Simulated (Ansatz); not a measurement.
**GaH3NCl (SMILES [NH2][GaH][Cl]): functionals against CCSD(T) at one geometry**

Aim: energy, forces and dipole at a structure displaced at random from a GFN2-xTB minimum, from CCSD(T) and from density functionals.

Method: single points in def2-TZVPP; program: Ansatz 0.2.0, Gaussian basis.

Correlated methods freeze the cores. Filled d shells of the heavier atoms are correlated.

**1. Where the work starts**

6 atoms, charge 0, spin multiplicity 1.

Atoms are counted from 1 here; the program's logs count them from 0.

Bond lengths: N1–Ga2 1.830 Å, N1–H4 1.028 Å, N1–H5 0.910 Å, Ga2–Cl3 2.207 Å, Ga2–H6 1.513 Å. Angles: Ga2–N1–H4 125.8°, Ga2–N1–H5 129.1°, H4–N1–H5 105.0°, N1–Ga2–Cl3 117.5°, N1–Ga2–H6 119.0°, Cl3–Ga2–H6 123.5°.

As a file:

```mol
ClGaH3N
  3D, bonds by distance, orders not assigned

  6  5  0  0  0  0  0  0  0  0999 V2000
   -0.2129    0.6661    0.7841 N   0  0
   -0.0765   -0.5018   -0.6177 Ga  0  0
    1.9036   -1.3911   -1.0145 Cl  0  0
    0.5414    0.9103    1.4385 H   0  0
   -0.9429    1.1190    1.0857 H   0  0
   -1.3051   -0.7915   -1.4522 H   0  0
  1  2  8  0
  1  4  8  0
  1  5  8  0
  2  3  8  0
  2  6  8  0
M  END
```

**2. CCSD(T)/def2-TZVPP**

run/in.yaml

```yaml
crystal:
  periodic: [false, false, false]
  atoms:
    - {symbol: N, position_ang: [-0.212900, 0.666100, 0.784100]}
    - {symbol: Ga, position_ang: [-0.076500, -0.501800, -0.617700]}
    - {symbol: Cl, position_ang: [1.903600, -1.391100, -1.014500]}
    - {symbol: H, position_ang: [0.541400, 0.910300, 1.438500]}
    - {symbol: H, position_ang: [-0.942900, 1.119000, 1.085700]}
    - {symbol: H, position_ang: [-1.305100, -0.791500, -1.452200]}
basis:
  gaussian: {orbitals: def2-TZVPP}
correlation: {method: ccsd_t}
output: {forces: true}
```

The command line of these runs was not kept.

**3. PBE0-D4/def2-TZVPP**

run/in.yaml, as its differences from that of step 2:

```diff
@@ -11,3 +11,3 @@
   gaussian: {orbitals: def2-TZVPP}
-correlation: {method: ccsd_t}
-output: {forces: true}
+hamiltonian: {xc: pbe0, dispersion: d4}
+output: {forces: true, orbitals: {seedname: orbitals}}
```

**4. wB97M-V/def2-TZVPP**

run/in.yaml, as its differences from that of step 3:

```diff
@@ -11,3 +11,3 @@
   gaussian: {orbitals: def2-TZVPP}
-hamiltonian: {xc: pbe0, dispersion: d4}
-output: {forces: true, orbitals: {seedname: orbitals}}
+hamiltonian: {xc: {name: wB97M-V}}
+output: {forces: true}
```

**5. r2SCAN-D4/def2-TZVPP**

run/in.yaml, as its differences from that of step 4:

```diff
@@ -11,3 +11,3 @@
   gaussian: {orbitals: def2-TZVPP}
-hamiltonian: {xc: {name: wB97M-V}}
+hamiltonian: {xc: r2scan, dispersion: d4}
 output: {forces: true}
```

**6. PBE-D4/def2-TZVPP**

run/in.yaml, as its differences from that of step 5:

```diff
@@ -11,3 +11,3 @@
   gaussian: {orbitals: def2-TZVPP}
-hamiltonian: {xc: r2scan, dispersion: d4}
+hamiltonian: {xc: pbe, dispersion: d4}
 output: {forces: true}
```

**7. r2SCANh-D4/def2-TZVPP**

run/in.yaml, as its differences from that of step 6:

```diff
@@ -11,3 +11,3 @@
   gaussian: {orbitals: def2-TZVPP}
-hamiltonian: {xc: pbe, dispersion: d4}
+hamiltonian: {xc: {name: r2SCANh}, dispersion: d4}
 output: {forces: true}
```

**8. revPBE-D4/def2-TZVPP**

run/in.yaml, as its differences from that of step 7:

```diff
@@ -11,3 +11,3 @@
   gaussian: {orbitals: def2-TZVPP}
-hamiltonian: {xc: {name: r2SCANh}, dispersion: d4}
+hamiltonian: {xc: {name: revPBE}, dispersion: d4}
 output: {forces: true}
```

(Steps that only read results are left out.)

**Question.** What will these runs give? Wanted: energy less free atoms, CCSD(T)/def2-TZVPP; RMS force component; RMS force error; HOMO and LUMO, PBE0-D4; T1 diagnostic.

**Answer**, as computed:

```
                                  quantity                                                                                                value
energy less free atoms, CCSD(T)/def2-TZVPP                                                                                       -1678.3 kJ/mol
                       RMS force component                                                                 2.159 to 2.217 eV/Å over the methods
                           RMS force error  PBE0-D4 0.037, wB97M-V 0.032, r2SCAN-D4 0.028, PBE-D4 0.133, r2SCANh-D4 0.052, revPBE-D4 0.158 eV/Å
                    HOMO and LUMO, PBE0-D4                                                                                   -7.70 and -0.84 eV
                             T1 diagnostic                                                                                                0.013
```

What this shows: Against CCSD(T) the functionals' energies less atoms differ by -52.4 to -3.8 kJ/mol, PBE-D4 by -52.4 kJ/mol. A larger basis would deepen the CCSD(T) value, while the functionals are nearly converged already, so the order here is not reliable. The forces of r2SCAN-D4 come nearest to CCSD(T), those of revPBE-D4 are farthest. Frozen-core CCSD(T) forces in triple zeta carry basis errors of their own, and this is one geometry, so small gaps rank nothing.
